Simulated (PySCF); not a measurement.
# The bond of GaN+, level by level

One table from this session's results is given with a row withheld; the runs are named, their logs left out.

The runs use PySCF 2.14.0; Ga pcseg-1, N pcseg-1, no relativity.

Set-up of the first run:

Settings of the job:

- atoms: Ga, N
- charge: 1
- basis: Ga pcseg-1, N pcseg-1
- Hamiltonian: no relativity
- basis functions: 41
- electrons treated: 37
- masses in u: 68.9256, 14.0031
- levels: PBE0, PBE, r²SCAN, TPSS, BLYP, BHandHLYP, LC-ωPBE, HF, MP2, SCS-MP2, CCSD, CCSD(T)
- grid: 80 radial by 434 angular points
- occupations: held fixed by the projection of orbital angular momentum
- dissociation limit: Ga+ + N, each in its ground configuration
- starting distance in angstrom: 1.960
- values of 2S to try: 1, 3

Started as:

```bash
> OMP_NUM_THREADS=1 python dia.py task.json out
```

Among the steps run: The job; PBE0 along the bond; Other states along the same grid; PBE (GGA); r²SCAN; TPSS (meta-GGA); BLYP (GGA); BHandHLYP (global hybrid GGA); LC-ωPBE (range-separated hybrid); UHF; Adding correlation.

One of the session's tables, all rows but one given; the rest of the session is left out.

It belongs to the step «The curves together». Energy (eV) from each level's lowest point:

```
R (Å)    UHF  UHF-MP2  UHF-SCS-MP2  UHF-CCSD  UHF-CCSD(T)
2.308  0.396    0.262        0.293       n/a          n/a
2.416  0.277    0.172        0.197     0.166        0.147
2.523  0.190    0.108        0.127     0.104        0.090
2.603  0.141    0.073        0.088     0.071        0.059
2.684  0.102    0.047        0.059     0.046        0.037
2.764  0.072    0.028        0.037     0.027        0.021
2.872      ?        ?            ?         ?            ?
3.006  0.021    0.002        0.005     0.002        0.000
3.167  0.006    0.000        0.000     0.000        0.001
3.382  0.000    0.007        0.004       n/a          n/a
```

**Question.** Estimate the row for R (Å) = 2.872.

Worked estimate for «UHF». A straight line through the neighbours (2.764, 0.072) and (3.006, 0.021) gives 0.072 + (0.021 − 0.072) × (2.872 − 2.764) / (3.006 − 2.764) = 0.049; a parabola fitted to 4 rows on both sides gives 0.045.

The run gave: UHF: 0.044; UHF-MP2: 0.011; UHF-SCS-MP2: 0.018; UHF-CCSD: 0.011; UHF-CCSD(T): 0.007. In «UHF» the line misses by +0.005 and the parabola by +0.001.

Limits of these values: The bond is weak, and basis-set superposition, which was not computed, may be a sizeable part of it.
